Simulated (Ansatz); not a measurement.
# Nb3Te8Mo: the cost of one run

Program: Ansatz 0.2.0. Level of theory: DFT PBE, scalar-relativistic, plane waves, PAW. These are calculated values, not measurements.

1 further run of the same task is left out (it didn't finish). Runs told in other sessions of the task aren't counted.

### 1 The starting structure

The structure is hexagonal, space group P-6m2 (No. 187). The conventional cell has a = 3.656 Å, b = 3.656 Å, c = 29.275 Å, α = 90.00°, β = 90.00°, γ = 120.00°. Nb (site symmetry 3m) is surrounded by 6 Te at 2.81 Å. Around Nb (site symmetry -6m2) lie 6 Te at 2.81 Å. Te (site symmetry 3m) is surrounded by 3 Nb at 2.81 Å. Te (site symmetry 3m) has 3 Mo at 2.76 Å in its first shell of neighbours. Mo (site symmetry -6m2) is surrounded by 6 Te at 2.76 Å.

As a file:

```xyz
12
Lattice="3.6556 0.0000 0.0000 -1.8278 3.1658 0.0000 0.0000 0.0000 29.2753" Properties=species:S:1:pos:R:3 pbc="T T T"
Nb    0.0000    2.1106   21.9183
Nb    0.0000    2.1106    7.3569
Nb    1.8278    1.0553    0.0000
Te    0.0000    2.1106   27.4189
Te    0.0000    2.1106   12.8656
Te    1.8278    1.0553   20.0644
Te    1.8278    1.0553    5.5009
Te    0.0000    2.1106    1.8564
Te    0.0000    2.1106   16.4097
Te    1.8278    1.0553   23.7744
Te    1.8278    1.0553    9.2109
Mo    1.8278    1.0553   14.6376
```

The cell was relaxed beforehand at this level, from a generated guess; it needn't be the stable form of this composition. At a tolerance of 0.05 Å it has space group P-6m2 (No. 187); it has 28.23 Å³/atom, an uncorrected energy of -0.39 eV/atom over the elements.

### 2 Static run: bands, density of states and charges

input.yaml

```yaml
crystal:
  lattice:
    - [3.6555854082, 0.0, 0.0]
    - [-1.8277927041, 3.1658298292, 0.0]
    - [0.0, 0.0, 29.2752964234]
  atoms:
    - { symbol: Nb, position: [0.3333333333, 0.6666666667, 0.7486977782] }
    - { symbol: Nb, position: [0.3333333333, 0.6666666667, 0.2513022218] }
    - { symbol: Nb, position: [0.6666666667, 0.3333333333, 0.0] }
    - { symbol: Te, position: [0.3333333333, 0.6666666667, 0.9365897251] }
    - { symbol: Te, position: [0.3333333333, 0.6666666667, 0.439468134] }
    - { symbol: Te, position: [0.6666666667, 0.3333333333, 0.6853683257] }
    - { symbol: Te, position: [0.6666666667, 0.3333333333, 0.1879033949] }
    - { symbol: Te, position: [0.3333333333, 0.6666666667, 0.0634102749] }
    - { symbol: Te, position: [0.3333333333, 0.6666666667, 0.560531866] }
    - { symbol: Te, position: [0.6666666667, 0.3333333333, 0.8120966051] }
    - { symbol: Te, position: [0.6666666667, 0.3333333333, 0.3146316743] }
    - { symbol: Mo, position: [0.6666666667, 0.3333333333, 0.5] }
basis:
  ecutwfc: 420
kpoints:
  mp_grid: { grid: [12, 12, 2] }
  band_path:
    path:
      - [[0.0, 0.0, 0.0], [0.5, 0.0, 0.0], [0.33333333, 0.33333333, 0.0], [0.0, 0.0, 0.0], [0.0, 0.0, 0.5], [0.5, 0.0, 0.5], [0.33333333, 0.33333333, 0.5], [0.0, 0.0, 0.5]]
      - [[0.5, 0.0, 0.5], [0.5, 0.0, 0.0]]
      - [[0.33333333, 0.33333333, 0.5], [0.33333333, 0.33333333, 0.0]]
    npoints: 10
hamiltonian:
  xc: pbe
scf:
  occupations: { method: gaussian, width: 0.1 }
  n_extra_bands: 30
output:
  forces: true
  stress: true
  eigenvalues: true
  populations: true
  dos: { projected: true, de: 0.02, nscf_kmesh: { grid: [15, 15, 3] } }
  bader: false
  write_density: true
  write_potential: true
  elf: true
  volumetric_format: npy
```

The run is started by

```sh
$ ansatz run input.yaml --threads 4 --pin off --max-ram 8192MiB --backend cpu --events-out ev --progress --plain --runs-dir out
```

What time and memory should one allow on 4 threads of Intel Xeon at 2.50GHz (Skylake/Cascade Lake), shared host?

About 4.4 min, with a peak of 2.9 GiB.
